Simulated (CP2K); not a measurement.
Runs of CP2K 2026.2 on HfB. The structure is cubic, space group Fm-3m (No. 225). Conventional cell: a = 4.620 Å, b = 4.620 Å, c = 4.620 Å, α = 90.00°, β = 90.00°, γ = 90.00°. Hf (site symmetry m-3m) has 6 B at 2.31 Å as nearest neighbours. Around B (site symmetry m-3m) lie 6 Hf at 2.31 Å. 

| potentials or basis | gap on the mesh (eV) | pressure (GPa) |
| --- | --- | --- |
| POTENTIAL_UZH Hf GTH-SCAN-q12, B GTH-SCAN-q3; DZVP-MOLOPT-SR-GTH basis | none | 22.3 |
| GTH_POTENTIALS Hf GTH-PBE-q12, B GTH-PBE-q3; DZVP-MOLOPT-SR-GTH basis | none | 29.4 |
| POTENTIAL_UZH Hf GTH-PBE0-q12, B GTH-PBE0-q3; DZVP-MOLOPT-SR-GTH basis | none | 30.2 |
| GTH_POTENTIALS Hf GTH-PBE-q12, B GTH-BLYP-q3; DZVP-MOLOPT-SR-GTH basis | none | 29.2 |
| GTH_POTENTIALS Hf GTH-PADE-q12, B GTH-PADE-q3; DZVP-MOLOPT-SR-GTH basis | none | (a) |

Alike in all rows: task band structure; level PBE; no spin polarisation; cell as given; k mesh 10 × 10 × 10; smearing fermi-dirac 0.05 eV.

Task: Estimate the missing entries.

Result: (a) 14.7.

Caveats: spin-orbit coupling is left out, which moves the levels of the heavy elements; the basis of atomic orbitals isn't converged, which shifts pressures, moduli and gaps; the potentials were made for another functional, which shifts forces and pressure (some runs); a pressure of tens of GPa on the cell as given is suspect, and the run, the potentials or the cell itself is likely at fault (some runs).

A k mesh can miss the band edges, and the runs leave out spin-orbit coupling on Hf.

A gap of «none» marks a metal or a gap under the smearing width.
